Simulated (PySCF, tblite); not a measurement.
**C₈H₁₇P: geometry, infrared bands and NMR shifts**

Wanted: the infrared bands and NMR shifts of C₈H₁₇P (`CC(C)[C@@H]1CP1C(C)C`), by calculation.

The runs use tblite 0.8.0 and PySCF 2.14.0, with density-fitted response routines of our own; the level of theory stands in each step. All values are computed, except where a source is named. Atoms count from 0, in the outputs and in this text.

**1. The starting structure**

26 atoms, charge 0, multiplicity 1; geometry from: force field or distance geometry start.

Bonds of the start (Å): C0–C1 1.52, C1–C2 1.52, C1–C3 1.51, C3–C4 1.52, C4–P5 1.82, P5–C6 1.87, C6–C7 1.53, C6–C8 1.54, P5–C3 1.84, C0–H9 1.11, C0–H10 1.10, C0–H11 1.10, C1–H12 1.12, C2–H13 1.10, C2–H14 1.09, C2–H15 1.09, C3–H16 1.07, C4–H17 1.09, C4–H18 1.08, C6–H19 1.09, C7–H20 1.09, C7–H21 1.10, C7–H22 1.10, C8–H23 1.09, C8–H24 1.09, C8–H25 1.08.

**2. Geometry optimisation with GFN2-xTB**

What the job is given:

```
{"job": {"kind": "relax", "xc": "GFN2-xTB", "basis": "xTB"}, "charge": 0, "multiplicity": 1}
C     -3.245200    -0.223100    -0.143400
C     -2.011400     0.426400     0.460700
C     -1.954500     1.907300     0.121700
C     -0.767000    -0.275200    -0.031400
C     -0.371300    -1.603900     0.581600
P      0.750400    -0.231300     1.010100
C      2.051200    -0.406900    -0.326600
C      2.436700     0.970400    -0.866900
C      3.287100    -1.122000     0.242200
H     -4.167600     0.273000     0.218700
H     -3.240100    -0.159100    -1.238000
H     -3.322800    -1.283200     0.127900
H     -2.093500     0.333200     1.571800
H     -2.861200     2.420700     0.470000
H     -1.102400     2.408600     0.581300
H     -1.892400     2.063100    -0.952100
H     -0.624100    -0.149300    -1.087500
H      0.013600    -2.380500    -0.080900
H     -0.961800    -1.992900     1.400100
H      1.666200    -1.011700    -1.144700
H      3.179500     0.875900    -1.657500
H      1.561700     1.479800    -1.301400
H      2.853500     1.622300    -0.079300
H      3.728600    -0.563500     1.065100
H      3.030900    -2.112800     0.618800
H      4.034700    -1.242700    -0.530400
```

Launch:

```sh
> OMP_NUM_THREADS=1 python probes_run.py task.json out
```

One launch serves the whole session: the jobs run in the order shown.

**Question.** This job is followed by: GFN2-xTB harmonic vibrations, gas phase; GIAO PBE0/pcSseg-1 NMR shielding, non-relativistic, gas phase. Predict these results of the whole session: strongest single infrared mode (GFN2-xTB); zero-point energy (GFN2-xTB); ¹³C shifts against TMS (PBE0/pcSseg-1); ¹H shifts against TMS (PBE0/pcSseg-1, means over atoms taken as alike); ³¹P shifts against H3PO4 (PBE0/pcSseg-1).

The runs gave:

```
                                                              quantity                                                     value
                             strongest single infrared mode (GFN2-xTB)                                     3012 cm⁻¹, 106 km/mol
                                          zero-point energy (GFN2-xTB)                                            144.5 kcal/mol
                                ¹³C shifts against TMS (PBE0/pcSseg-1)        41.2, 37.6, 36.3, 26.3, 24.7, 24.0, 23.4, 18.7 ppm
¹H shifts against TMS (PBE0/pcSseg-1, means over atoms taken as alike)  1.23, 1.17, 1.14, 1.10, 1.06, 0.70, 0.64, 0.43, 0.16 ppm
                              ³¹P shifts against H3PO4 (PBE0/pcSseg-1)                                                -220.8 ppm
```

What this shows: Over 45 steps the energy fell by 0.070 eV; of the close pairs, C4–P5 changed most, 1.824 to 1.845 Å. No mode is imaginary among the 72: a minimum at this level. GFN2-xTB is a fitted tight-binding method: band positions and strengths are rough. Its intensities can rank the bands wrongly. At PBE0/pcSseg-1: Shielding is most anisotropic at P5 (span 651 ppm, paramagnetic term -431 ppm).
